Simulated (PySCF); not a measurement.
# BiH5: forces at shaken geometries

How stiff is BiH5? Its atoms are displaced at random by several amounts. The structure is generated, not taken from experiment.

Computed with PySCF 2.14.0. Level: PBE0, Bi def2-SVP with ECP60, H def2-SVP; scalar-relativistic core potentials, no spin–orbit coupling.

2 further runs of the same task are left out: 2 for a known fault of the program.

## Step 1: Where the work starts

6 atoms, charge 0, spin multiplicity 1.

Bond lengths: Bi1–H2 1.798 Å, Bi1–H3 1.797 Å, Bi1–H4 1.867 Å, Bi1–H5 1.797 Å, Bi1–H6 1.867 Å. Angles: H2–Bi1–H3 120.0°, H2–Bi1–H4 90.0°, H2–Bi1–H5 120.0°, H2–Bi1–H6 90.0°, H3–Bi1–H4 90.0°, H3–Bi1–H5 120.0°, H3–Bi1–H6 90.0°, H4–Bi1–H5 90.0°, H4–Bi1–H6 180.0°, H5–Bi1–H6 90.0°.

Coordinates:

```
Bi    0.0000    0.0000    0.0462
H     0.0000    0.0000    1.8442
H     1.5570    0.0000   -0.8520
H     0.0000    1.8673    0.0466
H    -1.5570    0.0000   -0.8520
H     0.0000   -1.8673    0.0466
```

Formal oxidation states: Bi +5. An earlier session relaxed this geometry at PBE0, Bi def2-SVP with ECP60, H def2-SVP (singlet, point group D3h).

Its energy there is -217.434148 Eh.

## Step 2: Atoms moved at random, σ = 0.15 Å

Contents of run.py (the lines that set the calculation):

```python
mol = gto.M(atom='''
Bi    -0.12171    -0.04386    -0.07207
H      0.12707    -0.07467     1.99091
H      1.60410     0.04482    -1.01216
H     -0.10257     1.69774     0.02800
H     -1.42700     0.14962    -0.97261
H     -0.07990    -1.77365     0.31748''',
    basis={'Bi': 'def2-SVP', 'H': 'def2-SVP'},
    ecp={'Bi': 'def2-SVP'},
    charge=0, spin=0)
mf = dft.RKS(mol, xc='PBE0')
mf.grids.atom_grid = (50, 194)
mf = mf.density_fit()  # fitting sets: Bi def2-universal-JKFIT, H def2-universal-JKFIT
mf.conv_tol = 1e-08; mf.max_cycle = 55
mf.kernel(dm0)  # dm0: the density of the relaxed state
```

Launch:

```
$ OMP_NUM_THREADS=2 python run.py
```

Log:

```text
init E= -217.414735820464
  HOMO = -0.240179742024109  LUMO = -0.0836968937164606  gap/eV = 4.25812
cycle= 1 E= -217.38027376797  delta_E= 0.0345  |g|= 0.16  |ddm|= 0.63
  HOMO = -0.202008235937149  LUMO = -0.0668794509704842  gap/eV = 3.67704
cycle= 2 E= -217.376836120285  delta_E= 0.00344  |g|= 0.167  |ddm|= 0.806
  HOMO = -0.213182311517659  LUMO = -0.0631574667096935  gap/eV = 4.08238
cycle= 3 E= -217.394597407848  delta_E= -0.0178  |g|= 0.0185  |ddm|= 0.478
  HOMO = -0.215552498942789  LUMO = -0.0651445601984015  gap/eV = 4.09281
cycle= 4 E= -217.394725612322  delta_E= -0.000128  |g|= 0.00367  |ddm|= 0.0396
  HOMO = -0.215584613020224  LUMO = -0.0648961133092048  gap/eV = 4.10044
cycle= 5 E= -217.394730193841  delta_E= -4.58e-06  |g|= 0.00054  |ddm|= 0.0076
  HOMO = -0.215567326228212  LUMO = -0.0648634837918642  gap/eV = 4.10086
cycle= 6 E= -217.394730326701  delta_E= -1.33e-07  |g|= 0.000208  |ddm|= 0.0017
  HOMO = -0.215541135862998  LUMO = -0.0648508060196988  gap/eV = 4.10049
cycle= 7 E= -217.394730350305  delta_E= -2.36e-08  |g|= 2.6e-05  |ddm|= 0.000472
  HOMO = -0.215544106588747  LUMO = -0.0648533636300535  gap/eV = 4.10050
cycle= 8 E= -217.394730350672  delta_E= -3.67e-10  |g|= 8.95e-06  |ddm|= 7.78e-05
  HOMO = -0.215543418679199  LUMO = -0.0648540629528371  gap/eV = 4.10047
Extra cycle  E= -217.394730350686  delta_E= -1.38e-11  |g|= 7.94e-06  |ddm|= 4.95e-05
converged SCF energy = -217.394730350686
```

Wall time 0.8 s (2 threads of Arm Neoverse V2, shared host).

It gives: E = -217.394730 Eh (+1.073 eV from the relaxed state), HOMO -5.87 eV, LUMO -1.76 eV, Mulliken charge on Bi1 +0.44 e, largest force component 4.682 eV/Å. 

```csv
atom,Fx,Fy,Fz (eV/Å)
Bi1,4.682,-0.257,3.215
H2,-0.381,0.379,-1.193
H3,-1.428,-0.342,0.521
H4,0.243,1.317,0.194
H5,-3.044,-0.265,-2.080
H6,-0.072,-0.831,-0.656
```

## Step 3: Atoms moved at random, σ = 0.06 Å

Contents of run.py (the lines that set the calculation):

```python
mol = gto.M(atom='''
Bi    -0.02375    -0.09586     0.10837
H      0.07373     0.02307     1.79619
H      1.55577     0.04139    -0.87786
H     -0.02700     1.80232     0.04981
H     -1.55928     0.10397    -0.91900
H     -0.01947    -1.87489     0.12204''',
    basis={'Bi': 'def2-SVP', 'H': 'def2-SVP'},
    ecp={'Bi': 'def2-SVP'},
    charge=0, spin=0)
mf = dft.RKS(mol, xc='PBE0')
mf.grids.atom_grid = (50, 194)
mf = mf.density_fit()  # fitting sets: Bi def2-universal-JKFIT, H def2-universal-JKFIT
mf.conv_tol = 1e-08; mf.max_cycle = 55
mf.kernel(dm0)  # dm0: the density of the relaxed state
```

Launch:

```
$ OMP_NUM_THREADS=2 python run.py
```

Log:

```text
init E= -217.432529763613
  HOMO = -0.224153090112048  LUMO = -0.0647260474088975  gap/eV = 4.33823
cycle= 1 E= -217.421512528207  delta_E= 0.011  |g|= 0.0788  |ddm|= 0.244
  HOMO = -0.212535676775179  LUMO = -0.0610703810078252  gap/eV = 4.12158
cycle= 2 E= -217.42247369177  delta_E= -0.000961  |g|= 0.0663  |ddm|= 0.338
  HOMO = -0.217260856846667  LUMO = -0.0603467881855009  gap/eV = 4.26985
cycle= 3 E= -217.424730166142  delta_E= -0.00226  |g|= 0.00361  |ddm|= 0.15
  HOMO = -0.217804093342186  LUMO = -0.060641464493707  gap/eV = 4.27661
cycle= 4 E= -217.424735027779  delta_E= -4.86e-06  |g|= 0.000797  |ddm|= 0.00951
  HOMO = -0.217749784028789  LUMO = -0.0606004651845113  gap/eV = 4.27625
cycle= 5 E= -217.424735303804  delta_E= -2.76e-07  |g|= 9.34e-05  |ddm|= 0.00232
  HOMO = -0.217755393224436  LUMO = -0.0605923803198047  gap/eV = 4.27662
cycle= 6 E= -217.424735307906  delta_E= -4.1e-09  |g|= 4.19e-05  |ddm|= 0.000371
  HOMO = -0.217749646435978  LUMO = -0.0605953840297655  gap/eV = 4.27639
Extra cycle  E= -217.424735308159  delta_E= -2.53e-10  |g|= 3.71e-05  |ddm|= 0.000234
converged SCF energy = -217.424735308159
```

It took 0.7 s on 2 threads of Arm Neoverse V2, shared host.

Read off: E = -217.424735 Eh (+0.256 eV from the relaxed state), HOMO -5.93 eV, LUMO -1.65 eV, Mulliken charge on Bi1 +0.42 e, largest force component 2.406 eV/Å. 

| atom | Fx | Fy | Fz (eV/Å) |
| --- | --- | --- | --- |
| Bi1 | 0.254 | 1.928 | -2.406 |
| H2 | 0.015 | -0.124 | 1.540 |
| H3 | -0.545 | -0.385 | 0.457 |
| H4 | 0.045 | -0.087 | 0.106 |
| H5 | 0.308 | -0.545 | 0.412 |
| H6 | -0.077 | -0.787 | -0.109 |

## Step 4: Atoms moved at random, σ = 0.15 Å

Contents of run.py (the lines that set the calculation):

```python
mol = gto.M(atom='''
Bi    -0.10464    -0.02344     0.10540
H     -0.26846    -0.01405     2.22967
H      1.63722     0.21961    -0.93826
H      0.22927     1.71419    -0.16303
H     -1.48790    -0.05444    -0.98638
H     -0.00548    -1.84188     0.03215''',
    basis={'Bi': 'def2-SVP', 'H': 'def2-SVP'},
    ecp={'Bi': 'def2-SVP'},
    charge=0, spin=0)
mf = dft.RKS(mol, xc='PBE0')
mf.grids.atom_grid = (50, 194)
mf = mf.density_fit()  # fitting sets: Bi def2-universal-JKFIT, H def2-universal-JKFIT
mf.conv_tol = 1e-08; mf.max_cycle = 55
mf.kernel(dm0)  # dm0: the density of the relaxed state
```

Launch:

```
$ OMP_NUM_THREADS=2 python run.py
```

Log:

```text
init E= -217.338375033772
  HOMO = -0.266893374317745  LUMO = -0.136730075676941  gap/eV = 3.54192
cycle= 1 E= -217.382945298794  delta_E= -0.0446  |g|= 0.158  |ddm|= 0.684
  HOMO = -0.214805473724116  LUMO = -0.0939814007738455  gap/eV = 3.28779
cycle= 2 E= -217.378980829928  delta_E= 0.00396  |g|= 0.167  |ddm|= 0.847
  HOMO = -0.219260758271248  LUMO = -0.095543037774906  gap/eV = 3.36653
cycle= 3 E= -217.39713728871  delta_E= -0.0182  |g|= 0.0278  |ddm|= 0.52
  HOMO = -0.222889296133136  LUMO = -0.0973549446099984  gap/eV = 3.41596
cycle= 4 E= -217.397530201679  delta_E= -0.000393  |g|= 0.0043  |ddm|= 0.0642
  HOMO = -0.223320878104214  LUMO = -0.0976081944775498  gap/eV = 3.42082
cycle= 5 E= -217.397537408243  delta_E= -7.21e-06  |g|= 0.00149  |ddm|= 0.0108
  HOMO = -0.223417073506559  LUMO = -0.0974798150579934  gap/eV = 3.42693
cycle= 6 E= -217.397538482168  delta_E= -1.07e-06  |g|= 0.000424  |ddm|= 0.00366
  HOMO = -0.223377931129391  LUMO = -0.0974824128871896  gap/eV = 3.42579
cycle= 7 E= -217.397538580753  delta_E= -9.86e-08  |g|= 8.66e-05  |ddm|= 0.00116
  HOMO = -0.22337483902122  LUMO = -0.0974746882901165  gap/eV = 3.42592
cycle= 8 E= -217.397538585362  delta_E= -4.61e-09  |g|= 2.31e-05  |ddm|= 0.000194
  HOMO = -0.223375646221657  LUMO = -0.0974780765912309  gap/eV = 3.42585
Extra cycle  E= -217.397538585449  delta_E= -8.74e-11  |g|= 2.12e-05  |ddm|= 9.67e-05
converged SCF energy = -217.397538585449
```

Wall time 0.8 s (2 threads of Arm Neoverse V2, shared host).

Result: E = -217.397539 Eh (+0.996 eV from the relaxed state), HOMO -6.08 eV, LUMO -2.65 eV, Mulliken charge on Bi1 +0.38 e, largest force component 1.983 eV/Å. 

```
atom      Fx      Fy  Fz (eV/Å)
 Bi1   1.983   0.242      0.374
  H2   0.060   0.078     -1.864
  H3  -1.016  -1.061      0.552
  H4  -0.737   0.730      0.819
  H5  -0.408   0.076     -0.183
  H6   0.119  -0.065      0.301
```

## Step 5: The displacements side by side

| σ (Å) | energy rise (eV) | harmonic estimate −½ F·u (eV) | largest force component (eV/Å) |
| --- | --- | --- | --- |
| 0.15 | 1.073 | 1.021 | 4.68 |
| 0.06 | 0.256 | 0.262 | 2.41 |
| 0.15 | 0.996 | 0.878 | 1.98 |

Every displacement raises the energy. For a harmonic well the rise equals −½ F·u; the two differ by at most 12 % here (a move with σ = 0.15 Å), from anharmonicity, the grid and the small forces left at the relaxed point. The bases are small and lack diffuse functions. Spin–orbit coupling is left out.
